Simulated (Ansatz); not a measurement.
# Br− with NH₃: superposition error and deformation

How much of this pair's binding is borrowed basis, and how much do the fragments pay to take the shapes they have in the pair?

The runs use Ansatz 0.2.0, Gaussian basis; PBE0-D4 structures, single points in def2-TZVPPD.

Levels: PBE-D4, revPBE-D4, BLYP-D4, r2SCAN-D4, B97M-V, PBE0-D4, B3LYP-D4, HSE06-D4, wB97X-V, wB97M-V, B2PLYP, Hartree-Fock, MP2, CCSD, CCSD(T).

Correlated methods freeze the cores. Filled d shells of the heavier atoms are correlated. B3LYP uses VWN-RPA correlation. B2PLYP carries no dispersion term here.

129 further runs of the same task are left out: 129 set aside as unsound or not needed.

## Step 1: The starting structure

The relaxed pair: 5 atoms, charge -1, spin multiplicity 1.

Atoms are counted from 1 here; the program's logs count them from 0.

Bond lengths: N2–H3 1.015 Å, N2–H4 1.028 Å, N2–H5 1.015 Å. Angles: H3–N2–H4 104.1°, H3–N2–H5 105.1°, H4–N2–H5 104.1°.

Geometry (Å):

```xyz
5
BrH3N
Br   -0.1348    0.1227   -2.7023
N    -0.1506    0.1459    0.8560
H    -0.2733   -0.8513    1.0026
H    -0.2817    0.2689   -0.1563
H     0.8404    0.3137    1.0000
```

Atoms 1 to 1 are fragment A (Br−), the rest fragment B (NH₃). From earlier runs, pair energy (eV) and counterpoise interaction (kJ/mol):

```
      method       E(pair)  interaction
      PBE-D4  -71576.18674       -34.93
   revPBE-D4  -71582.29553       -32.06
     BLYP-D4  -71588.85290       -31.78
   r2SCAN-D4  -71587.30231       -33.07
      B97M-V  -71575.71813       -31.31
     PBE0-D4  -71578.72463       -33.82
    B3LYP-D4  -71589.75265       -32.23
    HSE06-D4  -71578.75222       -33.89
     wB97X-V  -71581.65550       -31.95
     wB97M-V  -71583.89333       -31.92
      B2PLYP  -71576.99546       -28.94
Hartree-Fock  -71531.00556       -21.09
         MP2  -71545.33208       -30.43
     CCSD(T)  -71546.28009       -29.62
```

First each fragment is run alone in its own basis, frozen in the shape it has in the pair (a, b).

## Step 2: wB97X-V/def2-TZVPPD

File a/in.yaml:

```yaml
crystal:
  periodic: [false, false, false]
  atoms:
    - {symbol: Br, position_ang: [-0.134831, 0.122684, -2.702280]}
basis:
  gaussian: {orbitals: "def2-TZVPPD.json"}
total_charge: -1
hamiltonian: {xc: {name: wB97X-V}}
```

File b/in.yaml:

```yaml
crystal:
  periodic: [false, false, false]
  atoms:
    - {symbol: N, position_ang: [-0.150571, 0.145903, 0.856030]}
    - {symbol: H, position_ang: [-0.273300, -0.851263, 1.002633]}
    - {symbol: H, position_ang: [-0.281690, 0.268925, -0.156344]}
    - {symbol: H, position_ang: [0.840390, 0.313750, 0.999961]}
basis:
  gaussian: {orbitals: "def2-TZVPPD.json"}
hamiltonian: {xc: {name: wB97X-V}}
```

The basis file named in the input lies beside it (Basis Set Exchange, JSON).

The same command starts each run, in its folder.

Launch:

```
ansatz run in.yaml --threads 2 --pin off --events-out ev --progress --plain --max-ram 5222MiB
```

Log of a:

```text
Functional definition: wB97X-V
  name "wB97X-V"
  cite "Mardirossian & Head-Gordon, Phys. Chem. Chem. Phys. 16, 9904 (2014) doi:10.1039/C3CP54374A"
  cite "Becke, J. Chem. Phys. 107, 8554 (1997) doi:10.1063/1.475007"
  cite "Vydrov & Van Voorhis, J. Chem. Phys. 133, 244103 (2010) doi:10.1063/1.3521275"
  parameter omega = 0.3/bohr
  parameter cx = 0.167
  parameter cx1 = 0.603
  parameter cx2 = 1.194
  parameter css0 = 0.556
  parameter css1 = -0.257
  parameter cos0 = 1.219
  parameter cos1 = -1.850
  parameter b = 6.0
  parameter c = 0.01
  exchange = spin_sum(e_x_unif_sr(omega)*poly(b97_u_x, 1 - cx, cx1, cx2)) + cx*exact_x_sr(omega) + exact_x_lr(omega)
  correlation = spin_sum(e_c_pw_same_spin*poly(b97_u_same, css0, css1))
      + integral(e_c_pw_opposite_spin*poly(b97_u_opposite, cos0, cos1)) + vv10(b, c)
456 factors; their error is unknown
77 factors; integrals over basis functions are off by at most 8.1e-5 eV
mean field evaluation 1: about -70041.3798 eV, gradient 2.4e1 eV
mean field evaluation 2: about -70041.6267 eV, gradient 2.0e1 eV
mean field evaluation 4: about -70041.9321 eV, gradient 7.4e-2 eV
mean field evaluation 8: about -70042.1493 eV, gradient 6.1e-4 eV
mean field -70042.14933666 eV, -2574.0015118483 hartree, gradient 2.0e-5 eV, S^2 0.000000; 0 other end points of the search recorded, 0 dependent functions left out
reference -70042.14933519 eV, -2574.0015117944 hartree; 18, 18 occupied and 39, 39 virtual orbitals, 456 factors
Total energy: -70042.14933519 eV, -2574.0015117944 hartree
```

b printed (excerpt; [...] marks lines left out):

```text
[... 5 set-up lines as earlier in the session ...]
[...]
      + integral(e_c_pw_opposite_spin*poly(b97_u_opposite, cos0, cos1)) + vv10(b, c)
356 factors; their error is unknown
117 factors; integrals over basis functions are off by at most 8.6e-6 eV
[...]
mean field -1539.16989567 eV, -56.5634503789 hartree, gradient 2.6e-5 eV, S^2 0.000000; 0 other end points of the search recorded, 0 dependent functions left out
reference -1539.16989434 eV, -56.5634503300 hartree; 5, 5 occupied and 83, 83 virtual orbitals, 356 factors
Total energy: -1539.16989434 eV, -56.5634503300 hartree
```

Wall times: 0.8 s (a), 1.1 s (b) on 2 threads of Arm Neoverse V1, shared host.

## Step 3: wB97M-V/def2-TZVPPD

Each input of step 2 (a, b) changes in the same lines:

```diff
-hamiltonian: {xc: {name: wB97X-V}}
+hamiltonian: {xc: {name: wB97M-V}}
```

The same command starts each run, in its folder.

Launch:

```
ansatz run in.yaml --threads 2 --pin off --events-out ev --progress --plain --max-ram 5222MiB
```

Output in a (excerpt; [...] marks lines left out):

```text
Functional definition: wB97M-V
  name "wB97M-V"
  cite "Mardirossian & Head-Gordon, J. Chem. Phys. 144, 214110 (2016) doi:10.1063/1.4952647"
[... 2 set-up lines as earlier in the session ...]
  # Of w^i u^j: cxij and so on, Table III.
[...]
  gx(w, u) = 1 - cx + cx01*u + cx10*w
  gss(w, u) = css00 + css04*u^4 + css10*w + css20*w^2 + css43*w^4*u^3
  gos(w, u) = cos00 + cos10*w + (cos20 + cos21*u)*w^2 + (cos60 + cos61*u)*w^6
[...]
      + integral(e_c_pw_mod_opposite_spin*gos(b97_w_opposite, b97_u_opposite)) + vv10(b, c)
449 factors; their error is unknown
77 factors; integrals over basis functions are off by at most 8.1e-5 eV
[...]
mean field -70044.68299040 eV, -2574.0946219059 hartree, gradient 1.9e-5 eV, S^2 0.000000; 0 other end points of the search recorded, 0 dependent functions left out
reference -70044.68302677 eV, -2574.0946232424 hartree; 18, 18 occupied and 39, 39 virtual orbitals, 449 factors
Total energy: -70044.68302677 eV, -2574.0946232424 hartree
```

Output in b (excerpt; [...] marks lines left out):

```text
[... 5 set-up lines as earlier in the session ...]
  # Of w^i u^j: cxij and so on, Table III.
[...]
  gx(w, u) = 1 - cx + cx01*u + cx10*w
  gss(w, u) = css00 + css04*u^4 + css10*w + css20*w^2 + css43*w^4*u^3
  gos(w, u) = cos00 + cos10*w + (cos20 + cos21*u)*w^2 + (cos60 + cos61*u)*w^6
[...]
      + integral(e_c_pw_mod_opposite_spin*gos(b97_w_opposite, b97_u_opposite)) + vv10(b, c)
356 factors; their error is unknown
117 factors; integrals over basis functions are off by at most 8.6e-6 eV
[...]
mean field -1538.87440706 eV, -56.5525913730 hartree, gradient 2.3e-5 eV, S^2 0.000000; 0 other end points of the search recorded, 0 dependent functions left out
reference -1538.87444026 eV, -56.5525925931 hartree; 5, 5 occupied and 83, 83 virtual orbitals, 356 factors
Total energy: -1538.87444026 eV, -56.5525925931 hartree
```

They took 0.95 s (a), 1.1 s (b) on 2 threads of Arm Neoverse V1, shared host.

## Step 4: B2PLYP/def2-TZVPPD

Each input of step 3 (a, b) changes in the same lines:

```diff
-hamiltonian: {xc: {name: wB97M-V}}
+hamiltonian: {xc: {name: B2PLYP}}
```

The same command starts each run, in its folder.

Launch:

```
ansatz run in.yaml --threads 2 --pin off --events-out ev --progress --plain --max-ram 5222MiB
```

Log of a (excerpt; [...] marks lines left out):

```text
Functional definition: B2PLYP
  name "B2PLYP"
  cite "Grimme, J. Chem. Phys. 124, 034108 (2006) doi:10.1063/1.2148954"
  cite "Becke, Phys. Rev. A 38, 3098 (1988) doi:10.1103/PhysRevA.38.3098"
  cite "Lee, Yang & Parr, Phys. Rev. B 37, 785 (1988) doi:10.1103/PhysRevB.37.785"
[...]
358 factors; integrals over basis functions are off by at most 8.4e-5 eV
[...]
mean field -70035.73058119 eV, -2573.7656269355 hartree, gradient 3.9e-6 eV, S^2 0.000000; 0 other end points of the search recorded, 0 dependent functions left out
9 core orbitals not correlated: weight in the atoms' cores, before any rotation towards them, 1.000 or more for the frozen orbitals, at most 0.000 for the correlated occupied ones
reference -70035.73067285 eV, -2573.7656303038 hartree; 9, 9 occupied and 39, 39 virtual orbitals, 358 factors
second order -9.14561220 eV of doubles, -0.00000000 eV of singles
Total energy: -70038.19998814 eV, -2573.8563759670 hartree
```

Log of b (excerpt; [...] marks lines left out):

```text
[... 5 set-up lines as earlier in the session ...]
[...]
497 factors; integrals over basis functions are off by at most 1.2e-3 eV
[...]
mean field -1536.39373068 eV, -56.4614281974 hartree, gradient 1.8e-6 eV, S^2 0.000000; 0 other end points of the search recorded, 0 dependent functions left out
1 core orbitals not correlated: weight in the atoms' cores, before any rotation towards them, 1.000 or more for the frozen orbitals, at most 0.000 for the correlated occupied ones
reference -1536.39383393 eV, -56.4614319917 hartree; 4, 4 occupied and 83, 83 virtual orbitals, 497 factors
second order -7.72631775 eV of doubles, -0.00000000 eV of singles
Total energy: -1538.47993972 eV, -56.5380949656 hartree
```

They took 0.5 s (a), 0.6 s (b) on 2 threads of Arm Neoverse V1, shared host.

## Step 5: B97M-V/def2-TZVPPD

The same edit goes into each in.yaml of step 4 (a, b):

```diff
-hamiltonian: {xc: {name: B2PLYP}}
+hamiltonian: {xc: {name: B97M-V}}
```

The same command starts each run, in its folder.

Launch:

```
ansatz run in.yaml --threads 2 --pin off --events-out ev --progress --plain --max-ram 5222MiB
```

Output in a (excerpt; [...] marks lines left out):

```text
Functional definition: B97M-V
  name "B97M-V"
  cite "Mardirossian & Head-Gordon, J. Chem. Phys. 142, 074111 (2015) doi:10.1063/1.4907719"
[... 2 set-up lines as earlier in the session ...]
  # Of w^i u^j: cxij and so on, Table III.
[...]
  gx(w, u) = cx00 + cx01*u + cx02*u^2 + (cx10 + cx11*u)*w
  gss(w, u) = css00 + css02*u^2 + css10*w + (css32*w^3 + css42*w^4)*u^2
  gos(w, u) = cos00 + cos01*u + cos03*u^3 + cos10*w + cos32*w^3*u^2
[...]
      + integral(e_c_pw_mod_opposite_spin*gos(b97_w_opposite, b97_u_opposite)) + vv10(b, c)
420 factors; their error is unknown
[...]
mean field -70035.95739003 eV, -2573.7739620068 hartree, gradient 5.6e-6 eV, S^2 0.000000; 0 other end points of the search recorded, 0 dependent functions left out
reference -70035.95743151 eV, -2573.7739635312 hartree; 18, 18 occupied and 39, 39 virtual orbitals, 420 factors
Total energy: -70035.95743151 eV, -2573.7739635312 hartree
```

b printed (excerpt; [...] marks lines left out):

```text
[... 5 set-up lines as earlier in the session ...]
  # Of w^i u^j: cxij and so on, Table III.
[...]
  gx(w, u) = cx00 + cx01*u + cx02*u^2 + (cx10 + cx11*u)*w
  gss(w, u) = css00 + css02*u^2 + css10*w + (css32*w^3 + css42*w^4)*u^2
  gos(w, u) = cos00 + cos01*u + cos03*u^3 + cos10*w + cos32*w^3*u^2
[...]
      + integral(e_c_pw_mod_opposite_spin*gos(b97_w_opposite, b97_u_opposite)) + vv10(b, c)
356 factors; their error is unknown
[...]
mean field -1539.42870105 eV, -56.5729613012 hartree, gradient 6.2e-5 eV, S^2 0.000000; 0 other end points of the search recorded, 0 dependent functions left out
reference -1539.42874096 eV, -56.5729627681 hartree; 5, 5 occupied and 83, 83 virtual orbitals, 356 factors
Total energy: -1539.42874096 eV, -56.5729627681 hartree
```

Wall times: 0.9 s (a), 1.1 s (b) on 2 threads of Arm Neoverse V1, shared host.

## Step 6: CCSD(T)/def2-TZVPPD

Each input of step 5 (a, b) changes in the same lines:

```diff
-hamiltonian: {xc: {name: B97M-V}}
+correlation: {method: ccsd_t}
```

Each run has its own folder and the same command.

Launch:

```
ansatz run in.yaml --threads 2 --pin off --events-out ev --progress --plain --max-ram 5222MiB
```

Output in a (excerpt; [...] marks lines left out):

```text
Functional definition: HF
  name "HF"
  cite "Fock, Z. Phys. 61, 126 (1930) doi:10.1007/BF01340294"
  parent pbe
[...]
358 factors; integrals over basis functions are off by at most 8.4e-5 eV
[...]
mean field -70000.93691833 eV, -2572.4869834095 hartree, gradient 9.8e-6 eV, S^2 0.000000; 0 other end points of the search recorded, 0 dependent functions left out
9 core orbitals not correlated: weight in the atoms' cores, before any rotation towards them, 1.000 or more for the frozen orbitals, at most 0.000 for the correlated occupied ones
reference -70000.93691833 eV, -2572.4869834095 hartree; 9, 9 occupied and 39, 39 virtual orbitals, 358 factors
second order -7.73929668 eV of doubles, -0.00000000 eV of singles
cycle   1  -7.73084961 eV  change    8.4e-3 eV  update   4.2e-2
[...]
cycle   7  -7.88930148 eV  change    9.3e-6 eV  update   2.1e-5
perturbative correction -0.25284533 eV, -0.0092918946 hartree
Total energy: -70009.07906515 eV, -2572.7862017860 hartree
```

Log of b (excerpt; [...] marks lines left out):

```text
[... 4 set-up lines as earlier in the session ...]
[...]
497 factors; integrals over basis functions are off by at most 1.2e-3 eV
[...]
mean field -1529.84641398 eV, -56.2208187467 hartree, gradient 6.2e-7 eV, S^2 0.000000; 0 other end points of the search recorded, 0 dependent functions left out
1 core orbitals not correlated: weight in the atoms' cores, before any rotation towards them, 1.000 or more for the frozen orbitals, at most 0.000 for the correlated occupied ones
reference -1529.84641398 eV, -56.2208187467 hartree; 4, 4 occupied and 83, 83 virtual orbitals, 497 factors
second order -6.45470463 eV of doubles, -0.00000000 eV of singles
cycle   1  -6.62757430 eV  change   -1.7e-1 eV  update   4.3e-2
[...]
cycle   9  -6.78752434 eV  change    3.1e-6 eV  update   5.7e-6
perturbative correction -0.21915276 eV, -0.0080537153 hartree
Total energy: -1536.85309108 eV, -56.4783093806 hartree
```

They took 0.45 s (a), 0.65 s (b) on 2 threads of Arm Neoverse V1, shared host.

## Step 7: Relaxing NH₃ alone

File relax-b/in.yaml:

```yaml
crystal:
  periodic: [false, false, false]
  atoms:
    - {symbol: N, position_ang: [-0.150571, 0.145903, 0.856030]}
    - {symbol: H, position_ang: [-0.273300, -0.851263, 1.002633]}
    - {symbol: H, position_ang: [-0.281690, 0.268925, -0.156344]}
    - {symbol: H, position_ang: [0.840390, 0.313750, 0.999961]}
basis:
  gaussian: {orbitals: def2-TZVP}
hamiltonian: {xc: pbe0, dispersion: d4}
relax: {f_tol: 0.005, max_steps: 200}
```

Launch:

```
ansatz run in.yaml --threads 2 --pin off --events-out ev --progress --plain --max-ram 5222MiB
```

Standard output (excerpt; [...] marks lines left out):

```text
Functional definition: PBE0
  name "PBE0"
  cite "Adamo & Barone, J. Chem. Phys. 110, 6158 (1999) doi:10.1063/1.478522"
  cite "Perdew, Burke & Ernzerhof, Phys. Rev. Lett. 77, 3865 (1996) doi:10.1103/PhysRevLett.77.3865"
[... 1 set-up line as earlier in the session ...]
[...]
287 factors; their error is unknown
[...]
mean field -1537.78648824 eV, -56.5126110935 hartree, gradient 4.7e-6 eV, S^2 0.000000; 0 other end points of the search recorded, 0 dependent functions left out
[...]
reference -1537.78650426 eV, -56.5126116823 hartree; 5, 5 occupied and 44, 44 virtual orbitals, 287 factors
relax step   1: F+E_penalty+E_count = -1537.79568638 eV  Δ(F+E_penalty+E_count) = +0.000e0 eV  max|allowed force component| = 7.752e-1 eV/Å  Δτ_max = 0.0000 Å  (23 SCF iters, accepted)
[...]
relax step   4: F+E_penalty+E_count = -1537.80812196 eV  Δ(F+E_penalty+E_count) = +2.841e-4 eV  max|allowed force component| = 8.630e-2 eV/Å  Δτ_max = 0.0031 Å  (26 SCF iters, rejected (line search))
[...]
relax step   5: F+E_penalty+E_count = -1537.80842689 eV  Δ(F+E_penalty+E_count) = -2.080e-5 eV  max|allowed force component| = 3.069e-3 eV/Å  Δτ_max = 0.0010 Å  (27 SCF iters, accepted)
287 factors; their error is unknown
[...]
mean field -1537.79931106 eV, -56.5130823236 hartree, gradient 8.6e-6 eV, S^2 0.000000; 1 other end points of the search recorded, 0 dependent functions left out
[...]
reference -1537.79932736 eV, -56.5130829225 hartree; 5, 5 occupied and 44, 44 virtual orbitals, 287 factors
Total energy: -1537.80844318 eV, -56.5134179230 hartree
Atom 0 at    -0.134832     0.130805     0.833505 Å, force     0.001786    -0.001700     0.002818 eV/Å
Atom 1 at    -0.281991    -0.854742     1.013620 Å, force     0.001195     0.002261     0.000122 eV/Å
Atom 2 at    -0.291848     0.278637    -0.155765 Å, force    -0.000775     0.000734    -0.003069 eV/Å
Atom 3 at     0.843500     0.322615     1.010920 Å, force    -0.002205    -0.001295     0.000130 eV/Å
Dipole moment:     0.210878    -0.202041    -0.197619 e Å
```

It took 1.5 s on 2 threads of Arm Neoverse V1, shared host.

Step by step:

```
step  energy from step 1 (eV)  largest force component (eV/Å)
   1                   0.0000                          0.7752
   2                  -0.0086                          0.3357
   3                  -0.0127                          0.0155
   4                  -0.0124                          0.0863
   5                  -0.0127                          0.0031
```

Distances of close pairs at the start and the end, largest changes first:

```
 bond  before (Å)  after (Å)  change (Å)
N1–H3       1.028      1.013      -0.016
N1–H2       1.015      1.013      -0.003
N1–H4       1.015      1.013      -0.003
```

## Step 8: PBE-D4/def2-TZVPPD

File free-b/in.yaml:

```yaml
crystal:
  periodic: [false, false, false]
  atoms:
    - {symbol: N, position_ang: [-0.134832, 0.130805, 0.833505]}
    - {symbol: H, position_ang: [-0.281991, -0.854742, 1.013620]}
    - {symbol: H, position_ang: [-0.291848, 0.278637, -0.155765]}
    - {symbol: H, position_ang: [0.843500, 0.322615, 1.010920]}
basis:
  gaussian: {orbitals: "def2-TZVPPD.json"}
hamiltonian: {xc: pbe, dispersion: d4}
```

Launch:

```
ansatz run in.yaml --threads 2 --pin off --events-out ev --progress --plain --max-ram 5222MiB
```

Standard output:

```text
Functional definition: PBE
  name "PBE"
[... 2 set-up lines as earlier in the session ...]
  parameter kappa = 0.804
  parameter beta = 0.06672455060314922
  exchange = pbe_x(kappa = kappa, mu = beta*pi^2/3)
  correlation = pbe_c(beta = beta)
356 factors; their error is unknown
mean field evaluation 1: about -1529.6045 eV, gradient 6.7e1 eV
mean field evaluation 2: about -1502.5330 eV, gradient 1.1e2 eV
mean field evaluation 4: about -1537.7852 eV, gradient 1.9e0 eV
mean field evaluation 8: about -1537.7863 eV, gradient 2.6e-2 eV
mean field -1537.78625413 eV, -56.5126024905 hartree, gradient 4.7e-5 eV, S^2 0.000000; 0 other end points of the search recorded, 0 dependent functions left out
reference -1537.78628122 eV, -56.5126034860 hartree; 5, 5 occupied and 83, 83 virtual orbitals, 356 factors
Total energy: -1537.79765925 eV, -56.5130216206 hartree
```

It took 0.35 s on 2 threads of Arm Neoverse V1, shared host.

## Step 9: r2SCAN-D4/def2-TZVPPD

Changes to free-b/in.yaml since step 8:

```diff
@@ -9,2 +9,2 @@
   gaussian: {orbitals: "def2-TZVPPD.json"}
-hamiltonian: {xc: pbe, dispersion: d4}
+hamiltonian: {xc: r2scan, dispersion: d4}
```

Launch:

```
ansatz run in.yaml --threads 2 --pin off --events-out ev --progress --plain --max-ram 5222MiB
```

Standard output:

```text
Functional definition: r2SCAN
  name "r2SCAN"
  cite "Furness, Kaplan, Ning, Perdew & Sun, J. Phys. Chem. Lett. 11, 8208 (2020) doi:10.1021/acs.jpclett.0c02405"
  cite "Furness, Kaplan, Ning, Perdew & Sun, J. Phys. Chem. Lett. 11, 9248 (2020) doi:10.1021/acs.jpclett.0c03077"
  parent r2scan
  parameter k0 = 0.174
  parameter k1 = 0.065
  parameter a1 = 4.9479
  exchange = r2scan_x(k0 = k0, k1 = k1, a1 = a1)
  correlation = r2scan_c
356 factors; their error is unknown
mean field evaluation 1: about -1531.9967 eV, gradient 6.1e1 eV
mean field evaluation 2: about -1519.5503 eV, gradient 9.1e1 eV
mean field evaluation 4: about -1538.8042 eV, gradient 9.5e-1 eV
mean field evaluation 8: about -1538.7996 eV, gradient 3.0e-2 eV
mean field -1538.79962580 eV, -56.5498432123 hartree, gradient 1.4e-5 eV, S^2 0.000000; 0 other end points of the search recorded, 0 dependent functions left out
reference -1538.79963377 eV, -56.5498435053 hartree; 5, 5 occupied and 83, 83 virtual orbitals, 356 factors
Total energy: -1538.80234675 eV, -56.5499432052 hartree
```

It took 0.75 s on 2 threads of Arm Neoverse V1, shared host.

## Step 10: PBE0-D4/def2-TZVPPD

Changes to free-b/in.yaml since step 9:

```diff
@@ -9,2 +9,3 @@
   gaussian: {orbitals: "def2-TZVPPD.json"}
-hamiltonian: {xc: r2scan, dispersion: d4}
+hamiltonian: {xc: pbe0, dispersion: d4}
+output: {orbitals: {seedname: orbitals}}
```

Launch:

```
ansatz run in.yaml --threads 2 --pin off --events-out ev --progress --plain --max-ram 5222MiB
```

Standard output (excerpt; [...] marks lines left out):

```text
[... 5 set-up lines as earlier in the session ...]
  parameter a = 0.25
[... 2 set-up lines as earlier in the session ...]
  exchange = (1 - a)*pbe_x(kappa = kappa, mu = beta*pi^2/3) + a*exact_x
[... 1 set-up line as earlier in the session ...]
356 factors; their error is unknown
mean field evaluation 1: about -1532.5435 eV, gradient 5.4e1 eV
mean field evaluation 2: about -1526.4385 eV, gradient 7.2e1 eV
mean field evaluation 4: about -1537.9114 eV, gradient 3.5e-1 eV
mean field evaluation 8: about -1537.9128 eV, gradient 7.8e-4 eV
mean field -1537.91284544 eV, -56.5172546352 hartree, gradient 3.0e-5 eV, S^2 0.000000; 0 other end points of the search recorded, 0 dependent functions left out
reference -1537.91286531 eV, -56.5172553652 hartree; 5, 5 occupied and 83, 83 virtual orbitals, 356 factors
Total energy: -1537.92198114 eV, -56.5175903658 hartree
```

Run time: 0.35 s. Hardware: 2 threads of Arm Neoverse V1, shared host.

[end of part 1 of 2]
